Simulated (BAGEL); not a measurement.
# SiHCl2OF (SMILES O[Si](F)(Cl)Cl), step by step

We compute a single-point energy (HF/cc-pVDZ), then the energy (NEVPT2(2,2)/cc-pVDZ), then a single-point energy (CASPT2(2,2)/cc-pVDZ) of SiHCl2OF. 

The calculation is run with BAGEL 1.2.2.

1 further run of the same task is left out (set aside as unsound or not needed).

### 1 The structure to begin with

SiHCl2OF: 6 atoms, total charge 0, spin state singlet. As SMILES, `O[Si](F)(Cl)Cl`. The Si2–F3 distance was set to 3.000 Å, away from the relaxed value. At this shape a bond of the SMILES string is far longer than usual.

Bond lengths: O1–Si2 1.612 Å, Si2–Cl4 2.026 Å, Si2–Cl5 2.011 Å, O1–H6 0.959 Å. Angles: O1–Si2–Cl4 111.7°, O1–Si2–Cl5 107.8°, Cl4–Si2–Cl5 111.3°, Si2–O1–H6 118.9°.

### 2 A single-point energy at HF/cc-pVDZ (density fitting with svp-jkfit) (run 1)

The input, hf.json:

```json
{ "bagel" : [

{
  "title" : "molecule",
  "basis" : "cc-pvdz.json",
  "df_basis" : "svp-jkfit",
  "angstrom" : false,
  "geometry" : [
    { "atom" : "O", "xyz" : [    -3.27873530,     2.11609831,     1.62493770 ] },
    { "atom" : "Si", "xyz" : [    -1.90452646,     1.28405189,    -0.96379812 ] },
    { "atom" : "F", "xyz" : [     2.99181440,    -1.37326397,     0.08390384 ] },
    { "atom" : "Cl", "xyz" : [    -4.06032602,    -1.14670282,    -2.98996247 ] },
    { "atom" : "Cl", "xyz" : [    -1.15147060,     4.44083939,    -2.94253034 ] },
    { "atom" : "H", "xyz" : [    -4.11380527,     0.85149358,     2.61893364 ] }
  ]
},

{ "title" : "hf" },

{ "title" : "print", "file" : "orbitals.molden", "orbitals" : true }

]}
```

The basis set cc-pVDZ is read from a file made from the Basis Set Exchange's data (not shown).

On the command line:

```sh
$ BAGEL_NUM_THREADS=1 BAGEL hf.json > hf.out
```

The program printed:

```text
* using 1 threads per process

  ===============================================================
  ===============================================================

  *** Geometry ***

  { "atom" : "O", "xyz" : [     -3.278735,      2.116098,      1.624938 ] },
  { "atom" : "Si", "xyz" : [     -1.904526,      1.284052,     -0.963798 ] },
  { "atom" : "F", "xyz" : [      2.991814,     -1.373264,      0.083904 ] },
  { "atom" : "Cl", "xyz" : [     -4.060326,     -1.146703,     -2.989962 ] },
  { "atom" : "Cl", "xyz" : [     -1.151471,      4.440839,     -2.942530 ] },
  { "atom" : "H", "xyz" : [     -4.113805,      0.851494,      2.618934 ] },

  Number of auxiliary basis functions:      556

  Since a DF basis is specified, we compute 2- and 3-index integrals:
    o Being stored without compression. Storage requirement is 0.034 GB

  Number of basis functions:       87
  Number of electrons      :       66

    * METHOD: MOLECULE                             0.31

  *** RHF ***

  === Nuclear Repulsion ===
   341.4685972314

      * DIIS with orbital gradients will be used.

  === RHF iteration (cc-pvdz.json) ===
      0      -1382.45526455          0.01601061           0.12
      1      -1382.40317822          0.01935947           0.11
      2      -1382.79388693          0.00315955           0.11
      3      -1382.80318473          0.00090675           0.11
      4      -1382.80438073          0.00026743           0.11
      5      -1382.80453155          0.00007320           0.11
      6      -1382.80454567          0.00002879           0.11
      7      -1382.80454925          0.00001210           0.11
      8      -1382.80454998          0.00000586           0.11
      9      -1382.80455010          0.00000397           0.11
     10      -1382.80455019          0.00000201           0.11
     11      -1382.80455022          0.00000091           0.11
     12      -1382.80455022          0.00000036           0.11
     13      -1382.80455022          0.00000017           0.11
     14      -1382.80455022          0.00000008           0.11
     15      -1382.80455022          0.00000003           0.11
     16      -1382.80455022          0.00000002           0.11
     17      -1382.80455022          0.00000001           0.11
    * SCF iteration converged.

    * Permanent dipole moment:
           (    2.925266,    -0.959040,     0.180770) a.u.

    * METHOD: HF                                   2.28

    * METHOD: PRINT                                0.02

  ===============================================================
```

Run time: 2.8 s. Hardware: 1 thread of Arm Neoverse V1, shared host; peak memory 0.15 GiB.

### 3 The energy at NEVPT2(2,2)/cc-pVDZ (density fitting with svp-jkfit) (run 2)

The input, job.json:

```json
{ "bagel" : [

{
  "title" : "molecule",
  "basis" : "cc-pvdz.json",
  "df_basis" : "svp-jkfit",
  "geometry" : [
    { "atom" : "O", "xyz" : [ -3.27873530,  2.11609831,  1.62493770 ] },
    { "atom" : "Si", "xyz" : [ -1.90452646,  1.28405189, -0.96379812 ] },
    { "atom" : "F", "xyz" : [  2.99181440, -1.37326397,  0.08390384 ] },
    { "atom" : "Cl", "xyz" : [ -4.06032602, -1.14670282, -2.98996247 ] },
    { "atom" : "Cl", "xyz" : [ -1.15147060,  4.44083939, -2.94253034 ] },
    { "atom" : "H", "xyz" : [ -4.11380527,  0.85149358,  2.61893364 ] }
  ]
},
{
  "title" : "hf"
},
{
  "title" : "casscf",
  "nstate" : 1,
  "nact" : 2,
  "nclosed" : 32,
  "active" : [33, 34],
  "maxiter" : 200,
  "natocc" : "true"
},
{
  "title" : "nevpt2",
  "nstate" : 1,
  "nact" : 2,
  "nclosed" : 32,
  "active" : [33, 34],
  "maxiter" : 200,
  "natocc" : "true",
  "ncore" : 17
},
{
  "title" : "print",
  "file" : "orbitals.molden",
  "orbitals" : "true"
}

]}
```

The basis set cc-pVDZ is read from a file made from the Basis Set Exchange's data (not shown).

On the command line:

```sh
$ BAGEL_NUM_THREADS=1 BAGEL job.json > job.out
```

The program printed:

```text
* using 1 threads per process

  ===============================================================
  ===============================================================

  *** Geometry ***

  { "atom" : "O", "xyz" : [     -3.278735,      2.116098,      1.624938 ] },
  { "atom" : "Si", "xyz" : [     -1.904526,      1.284052,     -0.963798 ] },
  { "atom" : "F", "xyz" : [      2.991814,     -1.373264,      0.083904 ] },
  { "atom" : "Cl", "xyz" : [     -4.060326,     -1.146703,     -2.989962 ] },
  { "atom" : "Cl", "xyz" : [     -1.151471,      4.440839,     -2.942530 ] },
  { "atom" : "H", "xyz" : [     -4.113805,      0.851494,      2.618934 ] },

  Number of auxiliary basis functions:      556

  Since a DF basis is specified, we compute 2- and 3-index integrals:
    o Being stored without compression. Storage requirement is 0.034 GB

  Number of basis functions:       87
  Number of electrons      :       66

    * METHOD: MOLECULE                             0.31

  *** RHF ***

  === Nuclear Repulsion ===
   341.4685972314

      * DIIS with orbital gradients will be used.

  === RHF iteration (cc-pvdz.json) ===
      0      -1382.45526455          0.01601061           0.12
      1      -1382.40317822          0.01935947           0.11
      2      -1382.79388693          0.00315955           0.11
      3      -1382.80318473          0.00090675           0.11
      4      -1382.80438073          0.00026743           0.11
      5      -1382.80453155          0.00007320           0.11
      6      -1382.80454567          0.00002879           0.11
      7      -1382.80454925          0.00001210           0.11
      8      -1382.80454998          0.00000586           0.11
      9      -1382.80455010          0.00000397           0.11
     10      -1382.80455019          0.00000201           0.11
     11      -1382.80455022          0.00000091           0.11
     12      -1382.80455022          0.00000036           0.11
     13      -1382.80455022          0.00000017           0.11
     14      -1382.80455022          0.00000008           0.11
     15      -1382.80455022          0.00000003           0.11
     16      -1382.80455022          0.00000002           0.11
     17      -1382.80455022          0.00000001           0.11
    * SCF iteration converged.

    * Permanent dipole moment:
           (    2.925266,    -0.959040,     0.180770) a.u.

    * METHOD: HF                                   2.22

  ---------------------------
      CASSCF calculation
  ---------------------------

    ==== Active orbitals : =====
         Orbital 33
         Orbital 34
    ============================

    * nstate   :      1
    * nclosed  :     32
    * nact     :      2
    * nvirt    :     53
  === CASSCF iteration (cc-pvdz.json) ===

    * Using the second-order algorithm

      0  0     -1382.83181100     1.13e-02      0.03

      1  0     -1382.87114272     3.27e-03      0.58

      2  0     -1382.87766784     2.70e-03      0.69

      3  0     -1382.87988609     1.49e-03      0.68

      4  0     -1382.88049749     7.15e-04      0.69

      5  0     -1382.88063888     3.29e-04      0.71

      6  0     -1382.88066887     1.48e-04      0.70

      7  0     -1382.88067498     6.62e-05      0.71

      8  0     -1382.88067621     2.95e-05      0.67

      9  0     -1382.88067645     1.31e-05      0.68

     10  0     -1382.88067650     5.82e-06      0.67

     11  0     -1382.88067651     2.59e-06      0.71

     12  0     -1382.88067651     1.15e-06      0.69

     13  0     -1382.88067651     5.10e-07      0.66

     14  0     -1382.88067651     2.27e-07      0.64

     15  0     -1382.88067651     1.01e-07      0.62

     16  0     -1382.88067651     4.47e-08      0.58

     17  0     -1382.88067651     1.98e-08      0.50

     18  0     -1382.88067651     8.83e-09      0.45

    * Second-order optimization converged. *

     guess   0:   closed 1.                   open ..

  === FCI iteration ===

      0  0     -1382.75994092     1.23e-01      0.00
      1  0     -1382.84968946     4.73e-02      0.00
      2  0 *   -1382.88067651     6.92e-16      0.00

     * ci vector, state   0, <S^2> = 0.0000
       2.     0.8838576968
       .2    -0.4677558891

    * METHOD: CASSCF                              11.93

    * freezing 17 orbitals

  === DF-NEVPT2 calculation ===

    * 3-index integral transformation done
    * assembly done

      NEVPT2 correlation energy:   -0.6819514846      0.19

          (+0)     -0.5825417973
          (+0)'    -0.0204219004
          (+1)     -0.0251313515
          (+1)'    -0.0000000000
          (+2)     -0.0004221586
          (-1)     -0.0523674824
          (-1)'     0.0000000000
          (-2)     -0.0010667945

      NEVPT2 total energy:       -1383.5626279945

    * METHOD: NEVPT2                               0.38

    * METHOD: PRINT                                0.02

  ===============================================================
```

Run time: 15 s. Hardware: 1 thread of Arm Neoverse V1, shared host; peak memory 0.15 GiB.

### 4 The energy at CASPT2(2,2)/cc-pVDZ (density fitting with svp-jkfit) (run 3)

The input, input.json:

```json
{ "bagel": [

{
  "title": "molecule",
  "basis": "cc-pvdz.json",
  "df_basis": "svp-jkfit",
  "geometry": [
    { "atom": "O", "xyz": [ -3.27873530,  2.11609831,  1.62493770 ] },
    { "atom": "Si", "xyz": [ -1.90452646,  1.28405189, -0.96379812 ] },
    { "atom": "F", "xyz": [  2.99181440, -1.37326397,  0.08390384 ] },
    { "atom": "Cl", "xyz": [ -4.06032602, -1.14670282, -2.98996247 ] },
    { "atom": "Cl", "xyz": [ -1.15147060,  4.44083939, -2.94253034 ] },
    { "atom": "H", "xyz": [ -4.11380527,  0.85149358,  2.61893364 ] }
  ]
},
{
  "title": "hf"
},
{
  "title": "casscf",
  "nstate": 1,
  "nact": 2,
  "nclosed": 32,
  "active": [33, 34],
  "maxiter": 200,
  "natocc": true
},
{
  "title": "print",
  "file": "orbitals.molden",
  "orbitals": true
},
{
  "title": "smith",
  "method": "caspt2",
  "ms": true,
  "xms": true,
  "sssr": true,
  "shift": 0.2,
  "shift_imag": true,
  "ncore": 17
}

]}
```

The basis set cc-pVDZ is read from a file made from the Basis Set Exchange's data (not shown).

On the command line:

```sh
$ BAGEL_NUM_THREADS=1 BAGEL input.json > input.out
```

The program printed:

```text
* using 1 threads per process

  ===============================================================
  ===============================================================

  *** Geometry ***

  { "atom" : "O", "xyz" : [     -3.278735,      2.116098,      1.624938 ] },
  { "atom" : "Si", "xyz" : [     -1.904526,      1.284052,     -0.963798 ] },
  { "atom" : "F", "xyz" : [      2.991814,     -1.373264,      0.083904 ] },
  { "atom" : "Cl", "xyz" : [     -4.060326,     -1.146703,     -2.989962 ] },
  { "atom" : "Cl", "xyz" : [     -1.151471,      4.440839,     -2.942530 ] },
  { "atom" : "H", "xyz" : [     -4.113805,      0.851494,      2.618934 ] },

  Number of auxiliary basis functions:      556

  Since a DF basis is specified, we compute 2- and 3-index integrals:
    o Being stored without compression. Storage requirement is 0.034 GB

  Number of basis functions:       87
  Number of electrons      :       66

    * METHOD: MOLECULE                             0.31

  *** RHF ***

  === Nuclear Repulsion ===
   341.4685972314

      * DIIS with orbital gradients will be used.

  === RHF iteration (cc-pvdz.json) ===
      0      -1382.45526455          0.01601061           0.12
      1      -1382.40317822          0.01935947           0.12
      2      -1382.79388693          0.00315955           0.12
      3      -1382.80318473          0.00090675           0.12
      4      -1382.80438073          0.00026743           0.12
      5      -1382.80453155          0.00007320           0.12
      6      -1382.80454567          0.00002879           0.12
      7      -1382.80454925          0.00001210           0.11
      8      -1382.80454998          0.00000586           0.12
      9      -1382.80455010          0.00000397           0.11
     10      -1382.80455019          0.00000201           0.11
     11      -1382.80455022          0.00000091           0.11
     12      -1382.80455022          0.00000036           0.11
     13      -1382.80455022          0.00000017           0.11
     14      -1382.80455022          0.00000008           0.10
     15      -1382.80455022          0.00000003           0.11
     16      -1382.80455022          0.00000002           0.10
     17      -1382.80455022          0.00000001           0.11
    * SCF iteration converged.

    * Permanent dipole moment:
           (    2.925266,    -0.959040,     0.180770) a.u.

    * METHOD: HF                                   2.22

  ---------------------------
      CASSCF calculation
  ---------------------------

    ==== Active orbitals : =====
         Orbital 33
         Orbital 34
    ============================

    * nstate   :      1
    * nclosed  :     32
    * nact     :      2
    * nvirt    :     53
  === CASSCF iteration (cc-pvdz.json) ===

    * Using the second-order algorithm

      0  0     -1382.83181100     1.13e-02      0.03

      1  0     -1382.87114272     3.27e-03      0.60

      2  0     -1382.87766784     2.70e-03      0.70

      3  0     -1382.87988609     1.49e-03      0.69

      4  0     -1382.88049749     7.15e-04      0.65

      5  0     -1382.88063888     3.29e-04      0.67

      6  0     -1382.88066887     1.48e-04      0.73

      7  0     -1382.88067498     6.62e-05      0.77

      8  0     -1382.88067621     2.95e-05      0.70

      9  0     -1382.88067645     1.31e-05      0.67

     10  0     -1382.88067650     5.82e-06      0.65

     11  0     -1382.88067651     2.59e-06      0.69

     12  0     -1382.88067651     1.15e-06      0.71

     13  0     -1382.88067651     5.10e-07      0.70

     14  0     -1382.88067651     2.27e-07      0.65

     15  0     -1382.88067651     1.01e-07      0.63

     16  0     -1382.88067651     4.47e-08      0.56

     17  0     -1382.88067651     1.98e-08      0.49

     18  0     -1382.88067651     8.83e-09      0.44

    * Second-order optimization converged. *

     guess   0:   closed 1.                   open ..

  === FCI iteration ===

      0  0     -1382.75994092     1.23e-01      0.00
      1  0     -1382.84968946     4.73e-02      0.00
      2  0 *   -1382.88067651     6.92e-16      0.00

     * ci vector, state   0, <S^2> = 0.0000
       2.     0.8838576968
       .2    -0.4677558891

    * METHOD: CASSCF                              11.99

    * METHOD: PRINT                                0.02

  === SMITH program ===

    * freezing 17 orbitals

    * Approximate memory requirement for SMITH calulation per MPI process:
      o Storage requirement for T-amplitude, lambda, and residual is 0.02 GB
      o Storage requirement for MO integrals is 0.01 GB
    * Calculating and saving rdm4f

    * Zeroth order energy : state  0       -0.6258961842

    * CASPT2 iteration is performed using orthogonal basis

      -------------------------------------------  CASPT2 iteration  ---------------------------------------------------
       #      aibj      arbs      arbi      airj      risj      airs      arst      rist         Etot      error   time
      ------------------------------------------------------------------------------------------------------------------

       0  -0.58065  -0.00124  -0.05524  -0.02782  -0.00069  -0.02110  -0.00000   0.00000   -0.6867480  0.0008711   0.10
       1  -0.58071  -0.00125  -0.05533  -0.02793  -0.00071  -0.02123  -0.00000  -0.00000   -0.6871527  0.0000859   0.08
       2  -0.58071  -0.00125  -0.05533  -0.02793  -0.00071  -0.02123  -0.00000  -0.00000   -0.6871578  0.0000119   0.08
       3  -0.58071  -0.00125  -0.05533  -0.02793  -0.00071  -0.02123   0.00000   0.00000   -0.6871579  0.0000019   0.09
       4  -0.58071  -0.00125  -0.05533  -0.02793  -0.00071  -0.02123   0.00000  -0.00000   -0.6871579  0.0000003   0.09

      ------------------------------------------------------------------------------------------------------------------

    * CASPT2 energy : state  0    -1383.5710923562
        w/o shift correction      -1383.5678344419
        reference weight              0.8237237821

    * METHOD: SMITH                                0.75

  ===============================================================
```

It took 16 s on 1 thread of Arm Neoverse V1, shared host; peak memory 0.21 GiB.

### 5 Outcome

| quantity | value |
| --- | --- |
| run 1, HF/cc-pVDZ: total energy | -1382.80455 Eh |
| run 1, HF/cc-pVDZ: dipole moment | 7.84 D |
| run 1, HF/cc-pVDZ: HOMO energy | -10.47 eV |
| run 1, HF/cc-pVDZ: LUMO energy | -1.26 eV |
| run 1, HF/cc-pVDZ: HOMO–LUMO gap | 9.21 eV |
| run 2, NEVPT2(2,2)/cc-pVDZ: total energy | -1383.56263 Eh |
| run 3, CASPT2(2,2)/cc-pVDZ: total energy | -1383.57109 Eh |

What this shows: One bond (run 1, HF/cc-pVDZ) is far stretched, which a spin-restricted single reference describes badly; a broken-symmetry solution may lie lower.
